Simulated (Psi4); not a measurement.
# CH4AlClO (SMILES C[O][AlH][Cl]): HF/3-21G

Aim: the vertical singlet–triplet gap of CH4AlClO at HF/3-21G, from 2 runs. 

The calculation is run with Psi4 1.11.

1 further run of the same task is left out (set aside as unsound or not needed).

## Step 1: Starting point

The species is CH4AlClO (8 atoms), meant as a singlet with charge 0. As SMILES, `C[O][AlH][Cl]`. The coordinates come from a PBE0-D4/def2-TZVP relaxation. This is one conformer, not always the lowest.

Bond lengths: C1–O2 1.400 Å, O2–Al3 1.672 Å, Al3–Cl4 2.097 Å, C1–H5 1.094 Å, C1–H6 1.096 Å, C1–H7 1.094 Å, Al3–H8 1.563 Å. Angles: C1–O2–Al3 136.5°, O2–Al3–Cl4 118.9°, O2–C1–H5 109.9°, O2–C1–H6 112.3°, O2–C1–H7 109.8°, O2–Al3–H8 119.8°, Cl4–Al3–H8 121.3°, H5–C1–H6 108.3°, H5–C1–H7 108.0°, H6–C1–H7 108.3°.

## Step 2: Energy and gradient at HF/3-21G

Contents of calc.inp:

```
memory 2200 MB

molecule {
  0 1
  C      0.24982179     2.36329149     0.49699797
  O      1.21944027     0.09826576    -0.46487263
  Al     0.19539768    -2.87181679    -0.80615716
  Cl    -3.45630908    -3.79419211     0.42405454
  H      0.22374357     3.80288485    -0.98738190
  H     -1.67524221     2.14710682     1.22832198
  H      1.45546706     3.04737235     2.03145558
  H      1.96153572    -4.90062676    -2.02748716
  units au
  symmetry c1
}

set {
  reference rhf
  puream true
  e_convergence 1e-09
  d_convergence 1e-08
  scf_type pk
}

e_tot, wfn = gradient("hf/3-21G", return_wfn=True)
oeprop(wfn, "QUADRUPOLE", "MAYER_INDICES", "WIBERG_LOWDIN_INDICES", title="HF")
```

Command:

```
$ psi4 -i calc.inp -o calc.out -n 1
```

calc.out:

```text
[...]
  Running in c1 symmetry.
[...]
  Nuclear repulsion =  196.040773544781558
[...]
  Multiplicity = 1
[...]
  Nalpha       = 24
  Nbeta        = 24
[...]
    Number of basis functions: 52
[...]
   @RHF iter   1:  -812.35332960909784   -9.29849e-01   7.65074e-03 DIIS/ADIIS
[...]
   @RHF iter  11:  -812.42570789144133   -1.81899e-12   2.92935e-09 DIIS
[...]
    Orbital Energies [Eh]
    ---------------------
    Doubly Occupied:
       1A   -104.089688     2A    -58.119283     3A    -20.444878
       4A    -11.227786     5A    -10.484671     6A     -7.947784
       7A     -7.944551     8A     -7.944362     9A     -4.926868
      10A     -3.231559    11A     -3.230796    12A     -3.229606
      13A     -1.334377    14A     -1.087666    15A     -0.927957
      16A     -0.663631    17A     -0.627891    18A     -0.620657
      19A     -0.552143    20A     -0.492907    21A     -0.474829
      22A     -0.454377    23A     -0.448331    24A     -0.442698
[...]
  @RHF Final Energy:  -812.42570789144133
   => Energetics <=
    Nuclear Repulsion Energy =            196.0407735447815583
    One-Electron Energy =               -1515.0343675319131762
    Two-Electron Energy =                 506.5678860956901985
    Total Energy =                       -812.4257078914413341
[...]
  -Total Gradient:
     Atom            X                  Y                   Z
    ------   -----------------  -----------------  -----------------
       1        0.002590074731    -0.026686435901    -0.007790380157
       2        0.003064099352     0.016527176975     0.002950245876
       3       -0.037284649614    -0.004311061951     0.013860020859
       4        0.032357505314     0.007801308315    -0.010999187640
       5        0.000497017126     0.004420249717    -0.006146765658
       6       -0.006064204538    -0.001842962722     0.002022400061
       7        0.005174210482     0.001546673107     0.005325555589
       8       -0.000334052855     0.002545052457     0.000778111074
[...]
 Multipole Moments:
 ------------------------------------------------------------------------------------
     Multipole            Electronic (a.u.)      Nuclear  (a.u.)        Total (a.u.)
 ------------------------------------------------------------------------------------
 L = 1.  Multiply by 2.5417464519 to convert [e a0] to [Debye]
 Dipole X            :         -3.0459252            3.5374040            0.4914787
 Dipole Y            :         -6.6302324            7.1758341            0.5456017
 Dipole Z            :         -0.4570785            0.3982387           -0.0588397
 Magnitude           :                                                    0.7366781
 L = 2.  Multiply by 1.3450342976 to convert [e a0^2] to [Debye ang]
 Quadrupole XX       :       -220.5456806          186.4178269          -34.1278537
 Quadrupole XY       :       -141.4189142          138.6026182           -2.8162961
[...]
```

Run time: 1.6 s. Hardware: 1 thread of Intel Xeon 6975P-C (Granite Rapids), shared host; peak memory 0.19 GiB.

## Step 3: The triplet: the energy at UHF/3-21G

Contents of job.dat:

```
memory 2200 mb

molecule {
  0 3
  C      0.24982179     2.36329149     0.49699797
  O      1.21944027     0.09826576    -0.46487263
  Al     0.19539768    -2.87181679    -0.80615716
  Cl    -3.45630908    -3.79419211     0.42405454
  H      0.22374357     3.80288485    -0.98738190
  H     -1.67524221     2.14710682     1.22832198
  H      1.45546706     3.04737235     2.03145558
  H      1.96153572    -4.90062676    -2.02748716
  units bohr
  symmetry c1
}

set {
  basis         3-21G
  reference     uhf
  puream        true
  e_convergence 1e-09
  d_convergence 1e-08
  scf_type      pk
  maxiter       100
}

E, wfn = energy("hf", return_wfn=True)
oeprop(wfn, "DIPOLE", "MULLIKEN_CHARGES", "QUADRUPOLE")
```

Command:

```
$ psi4 job.dat job.out -n 1
```

job.out:

```text
[...]
  Running in c1 symmetry.
[...]
  Nuclear repulsion =  196.040773544781558
[...]
  Multiplicity = 3
[...]
  Nalpha       = 25
  Nbeta        = 23
[...]
    Number of basis functions: 52
[...]
   @UHF iter   1:  -812.06516247680418   -6.41682e-01   7.89550e-03 DIIS/ADIIS
[...]
   @UHF iter  19:  -812.15944229267666   -2.50111e-12   7.82841e-09 DIIS
[...]
   @S^2 Observed:                2.008786108E+00
[...]
    Orbital Energies [Eh]
    ---------------------
    Alpha Occupied:
       1A   -104.104575     2A    -58.125262     3A    -20.414492
       4A    -11.212062     5A    -10.498310     6A     -7.963530
       7A     -7.958285     8A     -7.957878     9A     -4.937079
      10A     -3.245600    11A     -3.245582    12A     -3.239195
      13A     -1.309715    14A     -1.099068    15A     -0.909436
      16A     -0.770191    17A     -0.632236    18A     -0.614974
      19A     -0.593927    20A     -0.537781    21A     -0.489682
      22A     -0.479736    23A     -0.442457    24A     -0.430109
      25A     -0.179937
    Alpha Virtual:
[...]
  @UHF Final Energy:  -812.15944229267666
   => Energetics <=
    Nuclear Repulsion Energy =            196.0407735447815583
    One-Electron Energy =               -1514.7765045729338453
    Two-Electron Energy =                 506.5762887354756003
    Total Energy =                       -812.1594422926766583
  UHF NO Occupations:
  HONO-2 :   23  A 1.9970393
  HONO-1 :   24  A 1.0000000
[...]
 Multipole Moments:
 ------------------------------------------------------------------------------------
     Multipole            Electronic (a.u.)      Nuclear  (a.u.)        Total (a.u.)
 ------------------------------------------------------------------------------------
 L = 1.  Multiply by 2.5417464519 to convert [e a0] to [Debye]
 Dipole X            :         -2.5625217            3.5374040            0.9748823
 Dipole Y            :         -7.8167495            7.1758341           -0.6409154
 Dipole Z            :         -0.9514557            0.3982387           -0.5532170
 Magnitude           :                                                    1.2912076
 L = 2.  Multiply by 1.3450342976 to convert [e a0^2] to [Debye ang]
 Quadrupole XX       :       -217.5973021          186.4178269          -31.1794752
 Quadrupole XY       :       -144.5798266          138.6026182           -5.9772085
[...]
  Mulliken Charges: (a.u.)
   Center  Symbol    Alpha    Beta     Spin     Total
       1     C     3.08286  3.08992 -0.00706 -0.17278
       2     O     4.46739  4.39991  0.06748 -0.86730
       3    AL     6.61564  5.60866  1.00698  0.77570
       4    CL     8.76911  8.65322  0.11589 -0.42234
       5     H     0.40945  0.40786  0.00160  0.18269
       6     H     0.41536  0.41463  0.00073  0.17001
       7     H     0.40932  0.40782  0.00150  0.18286
       8     H     0.83087  0.01798  0.81289  0.15114
   Total alpha = 25.00000, Total beta = 23.00000, Total charge =  0.00000
[...]
```

Wall time 1.4 s (1 thread of Intel Xeon 6975P-C (Granite Rapids), shared host); peak memory 0.19 GiB.

## Step 4: Outcome

At HF/3-21G:

```
                                        quantity          value
                           singlet: total energy  -812.42571 Eh
                          singlet: dipole moment         1.87 D
                            singlet: HOMO energy      -12.05 eV
                            singlet: LUMO energy        1.89 eV
                          singlet: HOMO–LUMO gap       13.93 eV
               singlet: largest force on an atom     2.057 eV/Å
                           triplet: total energy  -812.15944 Eh
                          triplet: dipole moment         3.28 D
     triplet: HOMO energy (highest over α and β)       -4.90 eV
      triplet: LUMO energy (lowest over α and β)       -4.53 eV
                                   triplet: ⟨S²⟩          2.009
vertical energy of the triplet above the singlet       7.245 eV
```

What this shows: At this shape the triplet lies 7.25 eV (167 kcal/mol) above the singlet. The largest force (singlet) is 2.06 eV/Å: the shape isn't a stationary point for this species at this level.
